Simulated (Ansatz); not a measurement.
# Be2S (P-4m2) in Ansatz: further runs

The runs below take Be2S through single point, with HSE06 form with a typed share of exact exchange.

All numbers are computed with Ansatz 0.2.0; they aren't measurements. Logs are shortened: lines on timing, memory, paths and dates and some standing lists are left out, and cuts for length are marked.

**1. The structure**

Symmetry: P-4m2, No. 115, tetragonal system. The conventional cell has a = 3.158 Å, b = 3.158 Å, c = 3.940 Å, α = 90.00°, β = 90.00°, γ = 90.00°. Be (site symmetry 2mm) has 2 S at 2.05 Å as nearest neighbours. S (site symmetry -4m2) has 4 Be at 2.05 Å as nearest neighbours.

The cell was built by a generator and needn't be a form met in nature.

**2. Single point, HSE06 form with a typed share of exact exchange**

File input:

```
crystal:
  lattice:
    - [3.15757, 0.0, 0.0]
    - [0.0, 3.15757, 0.0]
    - [0.0, 0.0, 3.94037]
  atoms:
    - { symbol: Be, position: [0.0, 0.5, 0.16854] }
    - { symbol: Be, position: [0.5, 0.0, 0.83146] }
    - { symbol: S, position: [0.5, 0.5, 0.5] }
hamiltonian:
  xc: { exchange: pbe, correlation: pbe, exx: { coeff: 0.25, omega: 0.1 } }
  pseudopotentials: { kind: paw }
kpoints:
  mp_grid: { grid: [4, 4, 4] }
scf:
  occupations: { method: fermi_dirac, width: 0.05 }
output:
  forces: true
  stress: true
  eigenvalues: true
  write_density: true
  write_potential: true
  elf: true
  volumetric_format: npy
```

Potentials or basis: Ansatz PAW.

Standard output:

```text
Warning: output.stress: scf.convergence.dr2_threshold = 1e-7 eV (the SCF's general default) is looser than the 3e-10 eV advised for a printed stress (1e-10 eV for each atom of the cell: 3). What an SCF threshold leaves in a stress goes as its square root, and in the free energy as the threshold itself, and one threshold admits the most on a small cell: of the crystals measured, under no hybrid functional and no lock of the moments, on runs that ended without the residual-converged pass, on stresses that held no estimate of that error, the worst erred by over 100 MPa in a component at 1e-7 eV an atom and by under 5 at 1e-10. Set scf.convergence.dr2_threshold to 3e-10 eV or tighter. The threshold is an SCF's pass mark: one that does not reach it within its budget of iterations ends unconverged, or closes short of it on a stop that the run arms, and scf.convergence.dr2_threshold's page says what that costs each kind of run
Warning: output.stress: scf.exx.energy_threshold = 1e-6 eV is looser than the 3e-8 eV advised for a stress under a hybrid functional (1e-8 eV for each atom of the cell: 3). Every SCF of the exchange loop can meet its threshold on dr2 while the loop round them stops early: no threshold on dr2 bounds what that leaves in the stress. Set scf.exx.energy_threshold to 3e-8 eV or tighter. The threshold is the loop's pass mark: a loop that does not reach it within its budget of cycles ends unconverged, and scf.exx.energy_threshold's page has the law
exact exchange: scf.exx.singularity resolves to wigner_seitz, which cuts the screened interaction at the faces of the exchange supercell's Wigner-Seitz cell, so that each pair interacts once, at the shortest of its separations (the periodic images that this leaves out come, for a point-like exchange hole, to about 0.113 eV on a filled level). The cut falls within the interaction's reach, and what an exchange supercell this small leaves in the energy, the band gaps and, where it is computed, the pressure is not bounded here. The exchange supercell (the smallest cell that an SCF of this deck is solved on times the 4×4×4 mesh of the exchange sum) has its nearest image at L = 12.63 Å, 1.26 times the interaction's range 1/ω = 10.00 Å. A denser mesh of the exchange sum (kpoints.mp_grid; where a k-mesh is refused, the cell repeated along its short axes), shrinks what is left. The k-mesh (kpoints.mp_grid) can leave an error of its own, as it does under a semilocal functional: two runs of this structure under PBE, one on that k-mesh and one on a denser one or on the cell repeated (per cell), show about how large it is in the energy; in a metal the hybrid's can be larger than they show. Converge the k-mesh under the hybrid itself. See scf.exx.q_mesh
GPUs: using 1 of 1 available (devices: 1).
Engine: ansatz 0.2.0, x86_64-unknown-linux-gnu
Pseudopotentials: kind: paw
Pseudopotential: Be, paw, valence charge 2, recommended cutoff 420 eV (normal), Be.paw.azcp
Pseudopotential: S, paw, valence charge 6, recommended cutoff 420 eV (normal), S.paw.azcp
Functional definition: unnamed
  parameter a_1 = 0.25
  parameter omega_1 = 0.1/angstrom
  exchange = pbe_x + (-a_1)*pbe_x_sr(omega_1) + a_1*exact_x_sr(omega_1)
  correlation = pbe_c
device memory: the entry about to start is reckoned to put 0.4 GiB on a device that reports 57.6 GiB free (of which the cap on the GPU budget leaves the run 18.0 GiB)
GPU FFT provider: cuFFT
GPU libraries: cuBLAS 13.8.2, cuFFT 12.4.0, cuSOLVER 12.3.4
Crystal: 3 atoms, lattice volume = 39.286 Å³
Basis set: ecut = 420 eV, 781 PW (Γ), exchange–correlation on 48×48×54 points (8 copies of the dense FFT grid, shifted against one another)
Bands: 9, of which v1, the nominal top of the filled ones, is band 5 counted from 1 (4 counted from 0)
Symmetry: 8 space group operations
Space group: P-4m2 (ITA 115), of the structure as read, at distance tolerance 3.4e-5 Å
k-points: 18 of 64 (time reversal used)
Non-local potential: Be, projectors of the file, l = 0: 2, l = 1: 2, l = 2: 1
Non-local potential: S, projectors of the file, l = 0: 2, l = 1: 2, l = 2: 2
PAW form: soft (Blöchl's): semilocal exchange-correlation on the pseudo side does not see the compensation charge
PAW frozen core: Be, regenerated for the run's functional, and the local potential with it (the file was generated under x = pbe(κ = 0.804, μ = 0.2195149727645171), c = pbe(β = 0.06672455060314922))
PAW frozen core: S, regenerated for the run's functional, and the local potential with it (the file was generated under x = pbe(κ = 0.804, μ = 0.2195149727645171), c = pbe(β = 0.06672455060314922))
PAW one-centre angular grid: Be, 110 points (default); XC on 64 Gauss nodes
PAW one-centre angular grid: S, 110 points (default); XC on 64 Gauss nodes
Initial density: superposition of atomic densities (neutral atoms: chi_scale 0, normalization atom), corrected by the library's trained network
Initial wavefunctions: pseudopotential atomic-orbital guess
GPU buffer pool allocated for 15552 grid points (all kernels)
GPU transforms: local potential and band sums: pruned to the plane-wave sphere, on 24×24×27
Functional: x = pbe(κ = 0.804, μ = 0.2195149727645171), c = pbe(β = 0.06672455060314922), warm-up for x = pbe(κ = 0.804, μ = 0.2195149727645171) + 0.25 (exact − pbe) at short range (hse, ω = 0.1 Å⁻¹), c = pbe(β = 0.06672455060314922)
SCF iter   1: F=—  HF=-1087.626983 eV  |F-HF|=—  |Δ(HF+E_count)|=         —  Δρ=3.53e-3  dr2=4.08e-3  ethr=1.77e-3  ⟨swp⟩=8.5  Hψ=923  notcnv=0
preconditioner: auto → none  [insulator: Δε(μ)=0.538 eV  Ē_g=10.521 eV  σ=0.050 eV  W_gap=0.67  n_scr=6 (ndim 8)  ℏωp=18.7 eV  f_vac=0.000  D(μ)=0.48/eV (n_scr^D=0)]
SCF iter   2: F=—  HF=-1087.626213 eV  |F-HF|=—  |Δ(HF+E_count)|=   7.70e-4  Δρ=1.62e-3  dr2=8.10e-4  ethr=4.08e-5  ⟨swp⟩=3.7  Hψ=373  notcnv=0  defer=8
iter 3 solved again at ethr=4.44e-7 eV; its pass at ethr=8.10e-6 eV (dr2=4.44e-5 eV) is discarded
SCF iter   3: F=—  HF=-1087.626384 eV  |F-HF|=—  |Δ(HF+E_count)|=   1.70e-4  Δρ=2.64e-4  dr2=4.48e-5  ethr=4.44e-7  ⟨swp⟩=2.6  Hψ=535  notcnv=0  defer=1
SCF iter   4: F=—  HF=-1087.626374 eV  |F-HF|=—  |Δ(HF+E_count)|=   9.72e-6  Δρ=8.37e-5  dr2=1.65e-6  ethr=4.44e-7  ⟨swp⟩=3.1  Hψ=312  notcnv=0  defer=1
SCF iter   5: F=—  HF=-1087.626375 eV  |F-HF|=—  |Δ(HF+E_count)|=   1.34e-6  Δρ=1.16e-5  dr2=5.59e-8  ethr=1.65e-8  ⟨swp⟩=3.1  Hψ=325  notcnv=0
SCF iter   6: F=—  HF=-1087.626375 eV  |F-HF|=—  |Δ(HF+E_count)|=  3.64e-10  Δρ=4.24e-6  dr2=5.38e-9  ethr=5.59e-10  ⟨swp⟩=2.9  Hψ=287  notcnv=0
SCF iter   7: F=-1087.626375 eV  HF=-1087.626375 eV  |F-HF|=4.55e-11  |Δ(HF+E_count)|=  4.48e-11  Δρ=5.06e-7  dr2=7.59e-11  ethr=5.38e-11  ⟨swp⟩=3.0  Hψ=314  notcnv=0
SCF 1 converged in 7 iterations: F = -1087.626375 eV  dr2 = 7.59e-11
device memory: the entry about to start is reckoned to put 0.7 GiB on a device that reports 57.6 GiB free (of which the cap on the GPU budget leaves the run 18.0 GiB)
GPU FFT provider: cuFFT
GPU libraries: cuBLAS 13.8.2, cuFFT 12.4.0, cuSOLVER 12.3.4
Initial density: handed on by an earlier stage of this run
Initial wavefunctions: those handed on with the density
GPU buffer pool allocated for 15552 grid points (all kernels)
GPU transforms: local potential and band sums: pruned to the plane-wave sphere, on 24×24×27
Functional: x = pbe(κ = 0.804, μ = 0.2195149727645171) + 0.25 (exact − pbe) at short range (hse, ω = 0.1 Å⁻¹), c = pbe(β = 0.06672455060314922)
Exchange kernel: α = 0.2500, screened, ω = 0.1000 Å⁻¹, Wigner–Seitz truncation, v(0) = 2761.7753 eV·Å³, q-mesh 4×4×4, nearest image of the exchange supercell L = 12.63 Å, pair-density grid 12×12×15, without the augmentation charges, whose exchange is taken in its separable form by FFT convolution over the k-point mesh (sized by the pseudopotential files, 24×24×27 at the most), smooth part of the exact exchange by density-matrix convolution in up to 1018.0 MiB of GPU memory as planned if the GPU has room (build and FFT work areas not counted)
Frozen-core exchange: fock
iter 1 solved again at ethr=5.94e-5 eV; its pass at ethr=1.00e-1 eV (dr2=5.94e-3 eV) is discarded
SCF iter   1: F=—  HF=-1088.477424 eV  |F-HF|=—  |Δ(HF+E_count)|=         —  Δρ=3.77e-3  dr2=7.23e-3  ethr=5.94e-5  ⟨swp⟩=4.4  Hψ=830  notcnv=0
preconditioner: auto → none  [insulator: Δε(μ)=0.845 eV  Ē_g=12.457 eV  σ=0.050 eV  W_gap=0.50  n_scr=6 (ndim 8)  ℏωp=18.7 eV  f_vac=0.000  D(μ)=0.32/eV (n_scr^D=0)]
SCF iter   2: F=—  HF=-1088.474693 eV  |F-HF|=—  |Δ(HF+E_count)|=   2.73e-3  Δρ=1.59e-3  dr2=1.69e-3  ethr=5.94e-5  ⟨swp⟩=2.1  Hψ=254  notcnv=0
SCF iter   3: F=—  HF=-1088.474304 eV  |F-HF|=—  |Δ(HF+E_count)|=   3.89e-4  Δρ=2.42e-4  dr2=8.62e-4  ethr=7.98e-6  ⟨swp⟩=3.0  Hψ=352  notcnv=0
SCF iter   4: F=—  HF=-1088.480835 eV  |F-HF|=—  |Δ(HF+E_count)|=   6.53e-3  Δρ=5.39e-4  dr2=1.48e-4  ethr=1.85e-7  ⟨swp⟩=4.4  Hψ=459  notcnv=0
SCF iter   5: F=—  HF=-1088.480785 eV  |F-HF|=—  |Δ(HF+E_count)|=   5.02e-5  Δρ=7.06e-5  dr2=1.89e-5  ethr=1.85e-7  ⟨swp⟩=3.1  Hψ=363  notcnv=0
SCF iter   6: F=—  HF=-1088.480889 eV  |F-HF|=—  |Δ(HF+E_count)|=   1.04e-4  Δρ=8.97e-5  dr2=4.34e-6  ethr=2.06e-8  ⟨swp⟩=4.2  Hψ=484  notcnv=0
SCF iter   7: F=-1088.480887 eV  HF=-1088.480887 eV  |F-HF|=1.30e-8  |Δ(HF+E_count)|=   1.47e-6  Δρ=5.56e-6  dr2=4.70e-7  ethr=2.06e-8  ⟨swp⟩=3.0  Hψ=281  notcnv=0
SCF 2 stopped early in 7 iterations: F = -1088.480887 eV  dr2 = 4.70e-7
  Residual-converged pass: ⟨swp⟩=3.3  Hψ=348  notcnv=0  max |occ|·‖R‖ = 6.6e-6 eV (tolerance 6.7e-6 eV)  dr2=4.66e-7  dr2_onsite=2.34e-10  max |Δocc| = 8.4e-13
hybrid outer 1: dexx = +7.346e-3 eV, tail = 2.55e-6 eV
GPU FFT provider: cuFFT
GPU libraries: cuBLAS 13.8.2, cuFFT 12.4.0, cuSOLVER 12.3.4
GPU buffer pool allocated for 15552 grid points (all kernels)
GPU transforms: local potential and band sums: pruned to the plane-wave sphere, on 24×24×27
Exchange kernel: α = 0.2500, screened, ω = 0.1000 Å⁻¹, Wigner–Seitz truncation, v(0) = 2761.7753 eV·Å³, q-mesh 4×4×4, nearest image of the exchange supercell L = 12.63 Å, pair-density grid 12×12×15, without the augmentation charges, whose exchange is taken in its separable form by FFT convolution over the k-point mesh (sized by the pseudopotential files, 24×24×27 at the most), smooth part of the exact exchange by density-matrix convolution in up to 1018.0 MiB of GPU memory as planned if the GPU has room (build and FFT work areas not counted)
Frozen-core exchange: fock
SCF iter   1: F=—  HF=-1088.480856 eV  |F-HF|=—  |Δ(HF+E_count)|=         —  Δρ=2.14e-5  dr2=1.52e-6  ethr=1.27e-7  ⟨swp⟩=4.6  Hψ=452  notcnv=0
preconditioner: auto → none  [insulator: Δε(μ)=0.769 eV  Ē_g=12.457 eV  σ=0.050 eV  W_gap=0.50  n_scr=6 (ndim 8)  ℏωp=18.7 eV  f_vac=0.000  D(μ)=0.31/eV (n_scr^D=0)]
SCF iter   2: F=—  HF=-1088.480856 eV  |F-HF|=—  |Δ(HF+E_count)|=   2.78e-8  Δρ=9.96e-6  dr2=1.41e-6  ethr=1.19e-9  ⟨swp⟩=2.9  Hψ=279  notcnv=0
SCF iter   3: F=—  HF=-1088.480885 eV  |F-HF|=—  |Δ(HF+E_count)|=   2.89e-5  Δρ=1.24e-5  dr2=7.13e-8  ethr=1.61e-10  ⟨swp⟩=4.7  Hψ=462  notcnv=0
SCF iter   4: F=—  HF=-1088.480885 eV  |F-HF|=—  |Δ(HF+E_count)|=   2.04e-8  Δρ=1.82e-6  dr2=1.09e-8  ethr=1.61e-10  ⟨swp⟩=3.2  Hψ=346  notcnv=0
SCF iter   5: F=—  HF=-1088.480885 eV  |F-HF|=—  |Δ(HF+E_count)|=   9.11e-8  Δρ=2.14e-6  dr2=1.55e-9  ethr=5.48e-12  ⟨swp⟩=4.6  Hψ=575  notcnv=0
SCF iter   6: F=—  HF=-1088.480885 eV  |F-HF|=—  |Δ(HF+E_count)|=  4.14e-10  Δρ=1.45e-7  dr2=2.24e-10  ethr=5.48e-12  ⟨swp⟩=3.0  Hψ=323  notcnv=0
Mixer restart at iter 6: flushing history
SCF iter   7: F=-1088.480885 eV  HF=-1088.480885 eV  |F-HF|=1.71e-11  |Δ(HF+E_count)|=   1.66e-9  Δρ=3.71e-7  dr2=4.49e-11  ethr=1.00e-12  ⟨swp⟩=3.8  Hψ=369  notcnv=0
SCF 3 converged in 7 iterations: F = -1088.480885 eV  dr2 = 4.49e-11
  Residual-converged pass: ⟨swp⟩=2.7  Hψ=280  notcnv=0  max |occ|·‖R‖ = 2.6e-7 eV (tolerance 2.7e-7 eV)  dr2=4.48e-11  dr2_onsite=6.42e-13  max |Δocc| = 1.3e-15
hybrid outer 2: dexx = +9.586e-8 eV, tail = 5.32e-10 eV, Δε = 1.23e-3 eV (about 1.93e-5 eV left of the loop's levels), ΔF = 3.59e-4 eV/Å (tail 7.13e-5)
hybrid SCF converged: 2 outer / 14 inner (+7 warm-up), last move |dexx| = 9.59e-8 eV, tail = 5.32e-10 eV
Stability not checked: this state was not tested for a lower state beside it, because the functional holds exact exchange (a hybrid, or Hartree-Fock), whose exchange loop this test does not read (fock_operator; see scf.lower_state_search)
Free energy (F): -1088.480885 eV
Frozen-core exchange: fock
Harris-Foulkes:  -1088.480885 eV  (|F-HF|=1.71e-11)
Internal energy: -1088.478717 eV  (E = F + TS)
E sigma→0 (E₀):  -1088.479801 eV
Entropy (-TS):   -0.002168 eV (-0.723 meV/atom)
Fermi energy:    6.204256 eV
--- Per-component energies (eV) ---
  E_band       = -8.392066
  E_kinetic    = 146.233328
  E_local      = -135.343950  (includes V_loc(G=0)·N_el)
  E_nonlocal   = 36.671637
  E_hartree    = 45.824055
  E_xc         = -107.377545
  E_vxc        = -101.449877  (∫ρ·V_xc dr)
  E_exx        = -18.438059  (= α·E_x^exact, valence–valence)
  E_paw        = -729.705899  (= ΣΔE_a)
  E_vpaw       = -9.275202  (= ΣTr[D̂ρ^β])
  E_aug_tail   = 0.000000  (compensation charges beyond the density's cutoff)
  E_ewald      = -326.230878
  E_core_change = -0.111406  (= ΣΔE_core)
  E_smearing   = -0.002168  (= −TS)
  E_closure    = -0.000000  (closes the sum)
  Σ components = -1088.480885   (vs F -1088.480885, Δ=0.00e0)
--- Forces (eV/Å), atoms counted from 1 ---
  atom   1  Be    -0.00000000     0.00000000     0.20568737
  atom   2  Be    -0.00000000     0.00000000    -0.20568737
  atom   3  S      0.00000000     0.00000000    -0.00000000
  max |Σ_I F_I| component: 2.90e-16 eV/Å
--- Stress (GPa, compression-positive) ---
       -0.353308       0.000000      -0.000000
        0.000000      -0.353308       0.000000
        0.000000       0.000000      -2.122278
  P = ⅓ Tr σ = -0.9430 GPa (-9.430 kbar)
--- Band table (eV; the first three rows and the last of 18) ---
  k-point 0: bands = ["-10.9431", "0.1551", "1.9781", "2.8021", "2.8021", "10.6433", "11.6591", "14.5361", "14.5361"]
  k-point 1: bands = ["-10.7523", "-2.1355", "3.0676", "3.0676", "4.9951", "10.9652", "11.6719", "11.6719", "12.0185"]
  k-point 2: bands = ["-10.5372", "-3.3344", "3.3818", "3.3818", "7.2026", "10.3384", "10.3384", "11.3030", "11.8743"]
  k-point 17: bands = ["-8.2875", "-0.7484", "-0.5209", "-0.5209", "5.7294", "7.5951", "7.5951", "8.0565", "15.7578"]
```

Run time: 4.1 s. Hardware: 1 × NVIDIA H100 80GB HBM3 with 2 threads of AMD EPYC 7R13 (Zen 3), shared host; peak memory 1.5 GiB.

What came out:

* Free energy: -1088.4809 eV
* Pressure: -0.9 GPa
* Largest force: 0.206 eV/Å
* Band gap on the k mesh: none (metal or under the smearing width)

Forces on the atoms (eV/Å):
```
Be   0.000  0.000  0.206
Be   0.000  0.000 -0.206
S    0.000  0.000  0.000
```

Levels at points of the mesh, in eV from the Fermi level:
| k point | band 3 | band 4 | band 5 | band 6 | band 7 | band 8 |
| --- | --- | --- | --- | --- | --- | --- |
| (0.00, 0.00, 0.00) | -4.23 | -3.40 | -3.40 | 4.44 | 5.45 | 8.33 |
| (0.00, 0.00, -0.50) | -2.82 | -2.82 | 1.00 | 4.13 | 4.13 | 5.10 |
| (0.00, -0.50, 0.00) | -5.20 | -2.48 | -0.57 | 0.00 | 4.61 | 6.75 |
| (0.00, -0.50, -0.50) | -7.85 | -3.59 | -2.11 | 4.64 | 7.03 | 7.72 |
| (-0.50, -0.50, 0.00) | -7.00 | -4.43 | -2.30 | 2.62 | 3.74 | 3.74 |
| (-0.50, -0.50, -0.50) | -6.73 | -6.73 | -0.47 | 1.39 | 1.39 | 1.85 |

Caveat: the k mesh is coarse (spacing up to 0.50 Å⁻¹), so the values aren't converged, least of all with exact exchange; the PAW data sets come from PBE, with cores solved anew for the run's functional, which leaves a small shift of forces and pressure; the thresholds are loose for stress.

**3. Single point, HSE06 form with a typed share of exact exchange**

Changes to input since step 2:

```diff
@@ -10,3 +10,6 @@
 hamiltonian:
-  xc: { exchange: pbe, correlation: pbe, exx: { coeff: 0.25, omega: 0.1 } }
+  xc:
+    exchange: pbe
+    correlation: pbe
+    exx: { coeff: 0.25, omega: 0.15 }
   pseudopotentials: { kind: paw }
@@ -20,5 +23 @@
   eigenvalues: true
-  write_density: true
-  write_potential: true
-  elf: true
-  volumetric_format: npy
```

Potentials or basis: Ansatz PAW.

Run time: 4.5 s. Hardware: 1 × NVIDIA H100 80GB HBM3 with 2 threads of AMD EPYC 7R13 (Zen 3), shared host; peak memory 1.5 GiB.

The run converged. Its results:

```
Free energy            : -1088.4608 eV
Pressure               : -0.9 GPa
Largest force          : 0.205 eV/Å
Band gap on the k mesh : none (metal or under the smearing width)
```

Forces in eV/Å, atoms in the order of the input:
```
Be   0.000  0.000  0.205
Be   0.000  0.000 -0.205
S    0.000  0.000  0.000
```

Stress tensor (GPa, compression positive):
```
-0.30  0.00  0.00
 0.00 -0.30  0.00
 0.00  0.00 -2.10
```

Levels at points of the mesh, in eV from the Fermi level:
```tsv
k point	band 2	band 3	band 4	band 5	band 6	band 7	band 8	band 9
(0.00, 0.00, 0.00)	-5.93	-4.10	-3.29	-3.29	4.38	5.39	8.25	8.25
(0.00, 0.00, -0.50)	-9.41	-2.72	-2.72	0.98	4.07	4.07	5.04	5.60
(0.00, -0.50, 0.00)	-8.59	-5.09	-2.37	-0.47	0.00	4.55	6.68	6.75
(0.00, -0.50, -0.50)	-7.84	-7.73	-3.47	-2.01	4.56	6.96	7.64	7.73
(-0.50, -0.50, 0.00)	-6.89	-6.89	-4.33	-2.18	2.55	3.67	3.67	7.40
(-0.50, -0.50, -0.50)	-6.84	-6.61	-6.61	-0.39	1.33	1.33	1.80	9.48
```

Caveat: the k mesh is coarse (spacing up to 0.50 Å⁻¹), so the values aren't converged, least of all with exact exchange; the PAW data sets come from PBE, with cores solved anew for the run's functional, which leaves a small shift of forces and pressure; the thresholds are loose for stress.

**4. Single point, HSE06 form with a typed share of exact exchange**

Changes to input since step 3:

```diff
@@ -10,6 +10,3 @@
 hamiltonian:
-  xc:
-    exchange: pbe
-    correlation: pbe
-    exx: { coeff: 0.25, omega: 0.15 }
+  xc: { exchange: pbe, correlation: pbe, exx: { coeff: 0.25, omega: 0.2 } }
   pseudopotentials: { kind: paw }
@@ -23 +20,5 @@
   eigenvalues: true
+  write_density: true
+  write_potential: true
+  elf: true
+  volumetric_format: npy
```

Wall time 3.9 s (1 × NVIDIA H100 80GB HBM3 with 2 threads of AMD EPYC 7R13 (Zen 3), shared host); peak memory 1.5 GiB.

Results (log left out):

| Item | Value |
| --- | --- |
| Free energy | -1088.4382 eV |
| Pressure | -0.8 GPa |
| Largest force | 0.204 eV/Å |
| Band gap on the k mesh | none (metal or under the smearing width) |

Forces on the atoms (eV/Å):
```
Be   0.000  0.000  0.204
Be   0.000  0.000 -0.204
S    0.000  0.000  0.000
```

Stress tensor (GPa, compression positive):
```
-0.23  0.00  0.00
 0.00 -0.23  0.00
 0.00  0.00 -2.07
```

Levels at points of the mesh, in eV from the Fermi level:
| k point | band 3 | band 4 | band 5 | band 6 | band 7 | band 8 |
| --- | --- | --- | --- | --- | --- | --- |
| (0.00, 0.00, 0.00) | -3.97 | -3.18 | -3.18 | 4.33 | 5.33 | 8.18 |
| (0.00, 0.00, -0.50) | -2.61 | -2.61 | 0.99 | 4.02 | 4.02 | 4.99 |
| (0.00, -0.50, 0.00) | -4.98 | -2.26 | -0.39 | 0.00 | 4.50 | 6.62 |
| (0.00, -0.50, -0.50) | -7.60 | -3.35 | -1.91 | 4.51 | 6.89 | 7.57 |
| (-0.50, -0.50, 0.00) | -6.76 | -4.23 | -2.08 | 2.50 | 3.61 | 3.61 |
| (-0.50, -0.50, -0.50) | -6.49 | -6.49 | -0.30 | 1.29 | 1.29 | 1.76 |

Caveat: the k mesh is coarse (spacing up to 0.50 Å⁻¹), so the values aren't converged, least of all with exact exchange; the PAW data sets come from PBE, with cores solved anew for the run's functional, which leaves a small shift of forces and pressure; the thresholds are loose for stress.

**5. The runs side by side**

```tsv
screening (1/Å)	gap on the mesh (eV)	pressure (GPa)	largest force (eV/Å)
0.1	none	-0.9	0.21
0.15	none	-0.9	0.21
0.2	none	-0.8	0.20
```

Alike in all rows: task single point; level HSE06 form with a typed share of exact exchange; potentials or basis Ansatz PAW; no spin polarisation; cell as given; k mesh 4 × 4 × 4; cutoff (eV) 420; smearing fermi-dirac 0.05 eV; the mesh is coarse, so values aren't converged.

Caveats: all runs use coarse meshes; the PAW data sets come from PBE, with cores solved anew for the run's functional, which leaves a small shift of forces and pressure; the thresholds are loose for stress.

Total energies depend on the potentials used, so only differences within one code and one set of settings carry meaning.
